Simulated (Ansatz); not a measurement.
**AlB2H6N: basis-set convergence**

An exercise on one series of results from a longer session: the logs are not shown, and one member is left open.

The runs use Ansatz 0.2.0, Gaussian basis; one geometry, several basis sets.

The runs, in order: PBE0-D4/def2-SVP; ωB97M-V/def2-SVP; PBE0-D4/def2-QZVPP; ωB97M-V/def2-QZVPP; the functionals' def2-TZVPP values are taken from earlier runs.

**Structure used throughout**

All runs share one geometry, relaxed beforehand with PBE0-D4 in a triple-zeta def2 set.

10 atoms, charge 0, spin multiplicity 1.

Atoms are counted from 1 here; the program's logs count them from 0.

Bond lengths: B1–B2 1.461 Å, B1–Al3 2.230 Å, B1–H5 1.180 Å, B1–H6 1.340 Å, B2–Al3 2.307 Å, B2–H6 1.339 Å, B2–H7 1.180 Å, Al3–N4 1.767 Å, Al3–H8 1.582 Å, N4–H9 1.007 Å, N4–H10 1.008 Å. Angles: B2–B1–Al3 74.1°, B2–B1–H5 176.0°, B2–B1–H6 56.9°, Al3–B1–H5 109.1°, Al3–B1–H6 95.5°, H5–B1–H6 119.8°, B1–B2–Al3 68.4°, B1–B2–H6 57.0°, B1–B2–H7 173.1°, Al3–B2–H6 92.1°, Al3–B2–H7 108.9°, H6–B2–H7 117.6°, B1–Al3–B2 37.5°, B1–Al3–N4 133.7°, B1–Al3–H8 108.4°, B2–Al3–N4 107.1°, B2–Al3–H8 131.4°, N4–Al3–H8 117.3° and more.

The first run:

Contents of in.yaml:

```yaml
crystal:
  periodic: [false, false, false]
  atoms:
    - {symbol: B, position_ang: [-1.063882, 0.269381, -1.421753]}
    - {symbol: B, position_ang: [0.316257, -0.190491, -1.560456]}
    - {symbol: Al, position_ang: [-0.440582, -0.416594, 0.606882]}
    - {symbol: N, position_ang: [0.907720, -0.006587, 1.672088]}
    - {symbol: H, position_ang: [-2.161267, 0.699894, -1.363102]}
    - {symbol: H, position_ang: [-0.030081, 1.102676, -1.599825]}
    - {symbol: H, position_ang: [1.466622, -0.449412, -1.592558]}
    - {symbol: H, position_ang: [-1.610677, -1.286841, 1.220729]}
    - {symbol: H, position_ang: [1.719672, 0.526885, 1.407245]}
    - {symbol: H, position_ang: [0.979322, -0.299912, 2.633648]}
basis:
  gaussian: {orbitals: def2-SVP}
hamiltonian: {xc: pbe0, dispersion: d4}
output: {orbitals: {seedname: orbitals}}
```

Launch:

```
$ ansatz run in.yaml --threads 2 --pin off --events-out ev --progress --plain --max-ram 4352MiB
```

Steps of the session up to this table: PBE0-D4 in def2-SVP; ωB97M-V in def2-SVP; PBE0-D4 in def2-QZVPP; ωB97M-V in def2-QZVPP.

One table of the session follows, with a row left open; its other results are not shown here.

It belongs to the step «Functionals by basis». 

```
functional       basis  HOMO (eV)
   PBE0-D4    def2-SVP      -6.94
   PBE0-D4  def2-TZVPP      -7.02
   PBE0-D4  def2-QZVPP      -7.04
   ωB97M-V    def2-SVP      -9.01
   ωB97M-V  def2-TZVPP      -9.12
   ωB97M-V  def2-QZVPP          ?
```

Estimate the missing values for ωB97M-V, def2-QZVPP.

**Answer.** HOMO (eV): -9.13. In the column «HOMO (eV)» it is the lowest.
